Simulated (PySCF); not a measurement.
# C2H6CuN (SMILES C[N](C)[Cu]): levels of theory compared

We compute a comparison of 4 runs (HF/3-21G, B3LYP/6-31G*, BLYP/6-31G*, SVWN5/def2-TZVP) of C2H6CuN. The job is set up through a Python script.

The calculation is run with PySCF 2.14.0.

1 further run of the same task is left out (it didn't finish).

**1. The system as given**

C2H6CuN has 10 atoms, charge 0, and is taken as a singlet. As SMILES, `C[N](C)[Cu]`. The shape is that of a PBE0-D4/def2-TZVP optimisation.

Bond lengths: C1–N2 1.441 Å, N2–C3 1.441 Å, N2–Cu4 1.838 Å, C1–H5 1.093 Å, C1–H6 1.105 Å, C1–H7 1.104 Å, C3–H8 1.093 Å, C3–H9 1.105 Å, C3–H10 1.104 Å. Some angles: C1–N2–C3 110.5°, C1–N2–Cu4 116.0°, C3–N2–Cu4 116.0°, N2–C1–H5 111.1°, N2–C1–H6 114.8°, N2–C1–H7 109.3°, N2–C3–H8 111.1°, N2–C3–H9 114.8°, N2–C3–H10 109.3°, H5–C1–H6 107.9°.

**2. Energy and gradient at HF/3-21G (run 1)**

Contents of calc.py:

```python
import pyscf.grad
from pyscf import gto, scf

mol = gto.M(
    atom='''
C     -0.203000     1.019300    -0.587000
N     -0.357400    -0.400300    -0.391500
C      0.575000    -0.876600     0.599000
Cu    -2.084200    -1.008800    -0.231500
H     -0.888400     1.386800    -1.354700
H     -0.351400     1.630700     0.321200
H      0.822700     1.229500    -0.936100
H      0.483700    -1.956800     0.736900
H      0.481400    -0.398800     1.590700
H      1.604700    -0.676300     0.256000
''',
    verbose=3,
    charge=0,
    spin=0,
    max_memory=1860,
    basis='3-21g',
)

myscf = scf.RHF(mol)
myscf.conv_tol = 1e-10
myscf.kernel()
if not myscf.converged:
    myscf = myscf.newton().run(myscf.mo_coeff, myscf.mo_occ)

e_tot = myscf.e_tot
print('E = %.10f Eh' % e_tot)
grad = myscf.Gradients().kernel()
dip = myscf.dip_moment()
pop, q = myscf.mulliken_pop()
```

Command:

```console
$ OMP_NUM_THREADS=1 python calc.py
```

The log of the run:

```text
converged SCF energy = -1763.59355438471
E = -1763.5935543847 Eh
--------------- RHF gradients ---------------
         x                y                z
0 C    -0.0104783238    -0.0169422690     0.0092812245
1 N     0.0812451108     0.0249084289    -0.0134683123
2 C    -0.0201767319     0.0067376121    -0.0054837411
3 Cu    -0.0612169606    -0.0191642304     0.0095210263
4 H    -0.0030073990     0.0017658725    -0.0037522002
5 H    -0.0001471890     0.0038159932     0.0047520439
6 H     0.0078682936    -0.0018603255    -0.0018327002
7 H    -0.0001876570    -0.0050867152     0.0005346009
8 H     0.0003256304     0.0026409490     0.0054461604
9 H     0.0057752266     0.0031846843    -0.0049981021
----------------------------------------------
Dipole moment(X, Y, Z, Debye): -3.34559, -0.94357,  0.68638
 ** Mulliken pop  **
pop of  0 C 1s            1.98777
pop of  0 C 2s            0.36207
pop of  0 C 3s            1.02975
pop of  0 C 2px           0.54244
pop of  0 C 2py           0.50194
pop of  0 C 2pz           0.53686
pop of  0 C 3px           0.55088
pop of  0 C 3py           0.29078
pop of  0 C 3pz           0.52278
pop of  1 N 1s            1.98803
pop of  1 N 2s            0.34461
pop of  1 N 3s            1.38361
pop of  1 N 2px           0.58336
pop of  1 N 2py           0.53892
pop of  1 N 2pz           0.65554
pop of  1 N 3px           0.84131
pop of  1 N 3py           0.66204
pop of  1 N 3pz           0.88060
pop of  2 C 1s            1.98777
pop of  2 C 2s            0.36208
pop of  2 C 3s            1.02975
pop of  2 C 2px           0.52067
pop of  2 C 2py           0.53976
pop of  2 C 2pz           0.52085
pop of  2 C 3px           0.44475
pop of  2 C 3py           0.50403
pop of  2 C 3pz           0.41565
pop of  3 Cu 1s           1.99992
pop of  3 Cu 2s           1.99943
pop of  3 Cu 3s           1.99447
pop of  3 Cu 4s           1.25732
pop of  3 Cu 5s           0.00204
pop of  3 Cu 2px          1.99925
pop of  3 Cu 2py          1.99928
pop of  3 Cu 2pz          1.99934
pop of  3 Cu 3px          1.98993
pop of  3 Cu 3py          1.98787
pop of  3 Cu 3pz          1.98838
pop of  3 Cu 4px          0.05049
pop of  3 Cu 4py          0.03678
pop of  3 Cu 4pz          0.07921
pop of  3 Cu 5px          0.00003
pop of  3 Cu 5py          0.00002
pop of  3 Cu 5pz          0.00001
pop of  3 Cu 3dxy         0.84570
pop of  3 Cu 3dyz         1.00851
pop of  3 Cu 3dz^2        0.88709
pop of  3 Cu 3dxz         1.00258
pop of  3 Cu 3dx2-y2      0.78511
pop of  3 Cu 4dxy         0.85631
pop of  3 Cu 4dyz         0.98877
pop of  3 Cu 4dz^2        0.89347
pop of  3 Cu 4dxz         0.97650
pop of  3 Cu 4dx2-y2      0.81015
pop of  4 H 1s            0.47950
pop of  4 H 2s            0.35120
pop of  5 H 1s            0.47633
pop of  5 H 2s            0.38268
pop of  6 H 1s            0.47185
pop of  6 H 2s            0.35519
pop of  7 H 1s            0.47950
pop of  7 H 2s            0.35120
pop of  8 H 1s            0.47636
pop of  8 H 2s            0.38262
pop of  9 H 1s            0.47186
pop of  9 H 2s            0.35516
 ** Mulliken atomic charges  **
charge of    0C =     -0.32527
charge of    1N =     -0.87802
charge of    2C =     -0.32529
charge of    3Cu =      0.56203
charge of    4H =      0.16930
charge of    5H =      0.14100
charge of    6H =      0.17296
charge of    7H =      0.16930
charge of    8H =      0.14102
charge of    9H =      0.17298
```

Wall time 7.8 s (1 thread of Intel Xeon at 2.50GHz (Skylake/Cascade Lake), shared host); peak memory 0.14 GiB.

**3. Energy and gradient at B3LYP/6-31G(d) (spherical functions) (run 2)**

Contents of start.xyz:

```xyz
10

C     -0.203000     1.019300    -0.587000
N     -0.357400    -0.400300    -0.391500
C      0.575000    -0.876600     0.599000
Cu    -2.084200    -1.008800    -0.231500
H     -0.888400     1.386800    -1.354700
H     -0.351400     1.630700     0.321200
H      0.822700     1.229500    -0.936100
H      0.483700    -1.956800     0.736900
H      0.481400    -0.398800     1.590700
H      1.604700    -0.676300     0.256000
```

Contents of calc.py:

```python
import pyscf.grad
from pyscf import gto, dft

system = gto.M(
    atom='start.xyz',
    spin=0,
    max_memory=1860,
    verbose=4,
    basis='6-31g*',
)

mf = dft.RKS(system, xc='b3lyp')
mf.conv_tol = 1e-10
mf.grids.level = 5
mf.kernel()
if not mf.converged:
    mf = mf.newton().run(mf.mo_coeff, mf.mo_occ)

e_final = mf.e_tot
print(f'total energy: {e_final:.8f} hartree')
grad = mf.Gradients().kernel()
dip = mf.dip_moment()
pop, q = mf.mulliken_pop()
```

Command:

```console
$ OMP_NUM_THREADS=1 python calc.py
```

The log of the run:

```text
PySCF version 2.14.0

[... 88 lines left out ...]
converged SCF energy = -1774.77515999251
total energy: -1774.77515999 hartree
[... 12 lines left out ...]
Dipole moment(X, Y, Z, Debye): -1.54141, -0.40344,  0.36634
[... 60 lines left out ...]
pop of  3 Cu 3dxy         1.17888
pop of  3 Cu 3dyz         1.31622
pop of  3 Cu 3dz^2        1.22889
pop of  3 Cu 3dxz         1.30110
pop of  3 Cu 3dx2-y2      1.16321
pop of  3 Cu 4dxy         0.62480
pop of  3 Cu 4dyz         0.67610
pop of  3 Cu 4dz^2        0.64340
pop of  3 Cu 4dxz         0.66832
pop of  3 Cu 4dx2-y2      0.61830
pop of  3 Cu 4f-3         0.00080
pop of  3 Cu 4f-2         0.00019
pop of  3 Cu 4f-1         0.00010
pop of  3 Cu 4f+0         0.00030
pop of  3 Cu 4f+1         0.00051
pop of  3 Cu 4f+2         0.00037
pop of  3 Cu 4f+3         0.00066
pop of  4 H 1s            0.53344
pop of  4 H 2s            0.31884
pop of  5 H 1s            0.53138
pop of  5 H 2s            0.34238
pop of  6 H 1s            0.52780
pop of  6 H 2s            0.34019
pop of  7 H 1s            0.53344
pop of  7 H 2s            0.31884
pop of  8 H 1s            0.53140
pop of  8 H 2s            0.34234
pop of  9 H 1s            0.52781
pop of  9 H 2s            0.34017
 ** Mulliken atomic charges  **
charge of    0C =     -0.28336
charge of    1N =     -0.49700
charge of    2C =     -0.28336
charge of    3Cu =      0.25174
charge of    4H =      0.14772
charge of    5H =      0.12624
charge of    6H =      0.13202
charge of    7H =      0.14772
charge of    8H =      0.12626
charge of    9H =      0.13202
```

Wall time 1.7 min (1 thread of Intel Xeon at 2.50GHz (Skylake/Cascade Lake), shared host); peak memory 0.86 GiB.

Run 3 isn't shown in full; the table further down has it.

**4. Energy and gradient at SVWN5/def2-TZVP (run 4)**

Contents of job.py:

```python
from pyscf import gto, dft

system = gto.Mole()
system.atom = [
    ('C', (-0.203000, 1.019300, -0.587000)),
    ('N', (-0.357400, -0.400300, -0.391500)),
    ('C', (0.575000, -0.876600, 0.599000)),
    ('Cu', (-2.084200, -1.008800, -0.231500)),
    ('H', (-0.888400, 1.386800, -1.354700)),
    ('H', (-0.351400, 1.630700, 0.321200)),
    ('H', (0.822700, 1.229500, -0.936100)),
    ('H', (0.483700, -1.956800, 0.736900)),
    ('H', (0.481400, -0.398800, 1.590700)),
    ('H', (1.604700, -0.676300, 0.256000)),
]
system.basis = 'def2-tzvp'
system.max_memory = 1860
system.charge = 0
system.verbose = 4
system.build()

ks = dft.RKS(system, xc='svwn')
ks.grids.level = 5
ks.conv_tol = 1e-10
ks.kernel()
if not ks.converged:
    ks = ks.newton().run(ks.mo_coeff, ks.mo_occ)

e_tot = ks.e_tot
print('E(%s) = %.9f' % ('SVWN5', e_tot))
grad = ks.nuc_grad_method().kernel()
ks.analyze()
```

Command:

```console
$ OMP_NUM_THREADS=1 python job.py
```

The log of the run:

```text
PySCF version 2.14.0

[... 112 lines left out ...]
Two-electron Energy =                  923.361709803561666
[... 17 lines left out ...]
MO #14  energy= -0.623283668065547 occ= 2
[... 15 lines left out ...]
MO #30  energy= 0.0191057180711019 occ= 0
[... 15 lines left out ...]
MO #46  energy= 0.259748709426307  occ= 0
[... 15 lines left out ...]
MO #62  energy= 0.574920721606648  occ= 0
[... 15 lines left out ...]
MO #78  energy= 1.08595051239163   occ= 0
[... 15 lines left out ...]
MO #94  energy= 1.83489846794584   occ= 0
[... 15 lines left out ...]
MO #110 energy= 2.38147779828927   occ= 0
[... 15 lines left out ...]
MO #126 energy= 3.06928966311834   occ= 0
[... 15 lines left out ...]
MO #142 energy= 3.57962927326203   occ= 0
[... 15 lines left out ...]
MO #158 energy= 4.95944049108133   occ= 0
[... 15 lines left out ...]
MO #174 energy= 32.0298323181492   occ= 0
[... 148 lines left out ...]
pop of  5 H 3s            0.00247
pop of  5 H 2px           0.00013
pop of  5 H 2py           0.00025
pop of  5 H 2pz           0.00055
pop of  6 H 1s            0.87009
pop of  6 H 2s            0.00324
pop of  6 H 3s            0.00219
pop of  6 H 2px           0.00045
pop of  6 H 2py           0.00012
pop of  6 H 2pz           0.00014
pop of  7 H 1s            0.86725
pop of  7 H 2s            0.00325
pop of  7 H 3s            0.00205
pop of  7 H 2px           0.00012
pop of  7 H 2py           0.00049
pop of  7 H 2pz           0.00007
pop of  8 H 1s            0.89865
pop of  8 H 2s            0.00398
pop of  8 H 3s            0.00247
pop of  8 H 2px           0.00022
pop of  8 H 2py           0.00026
pop of  8 H 2pz           0.00045
pop of  9 H 1s            0.87008
pop of  9 H 2s            0.00325
pop of  9 H 3s            0.00219
pop of  9 H 2px           0.00044
pop of  9 H 2py           0.00012
pop of  9 H 2pz           0.00015
 ** Mulliken atomic charges  **
charge of    0C =     -0.28850
charge of    1N =     -0.43403
charge of    2C =     -0.28852
charge of    3Cu =      0.32204
charge of    4H =      0.12676
charge of    5H =      0.09396
charge of    6H =      0.12377
charge of    7H =      0.12676
charge of    8H =      0.09398
charge of    9H =      0.12378
Dipole moment(X, Y, Z, Debye): -1.27763, -0.29656,  0.36418
```

Wall time 3.6 min (1 thread of Intel Xeon at 2.50GHz (Skylake/Cascade Lake), shared host); peak memory 1.5 GiB.

**5. The series**

| run | level | integration grid | energy (Eh) | dipole moment (D) | HOMO energy (eV) | LUMO energy (eV) | wall time |
| --- | --- | --- | --- | --- | --- | --- | --- |
| 1 | HF/3-21G | – | -1763.593554 | 3.54 | -7.47 | 0.02 | 7.8 s |
| 2 | B3LYP/6-31G* (spherical functions) | 5 | -1774.775160 | 1.63 | -4.76 | -2.24 | 1.7 min |
| 3 | BLYP/6-31G* (spherical functions) | 5 | -1774.746375 | 0.70 | -3.52 | -2.79 | 2 min |
| 4 | SVWN5/def2-TZVP | 5 | -1771.160328 | 1.36 | -4.28 | -3.28 | 3.6 min |

**6. Summary of results**

| quantity | value |
| --- | --- |
| run 4: total energy | -1771.16033 Eh |
| run 4: dipole moment | 1.36 D |
| run 4: HOMO energy | -4.28 eV |
| run 4: LUMO energy | -3.28 eV |
| run 4: HOMO–LUMO gap | 1.00 eV |
| run 4: largest force on an atom | 0.731 eV/Å |

The dipole moment (its size) runs from 0.70 D (BLYP/6-31G*) to 3.54 D (HF/3-21G). The two ends differ in method and basis. The HOMO–LUMO gap runs from 0.73 eV (BLYP/6-31G*) to 7.49 eV (HF/3-21G). Totals of different functionals can't be ranked against each other. All runs together took 7.4 min, the longest 3.6 min.
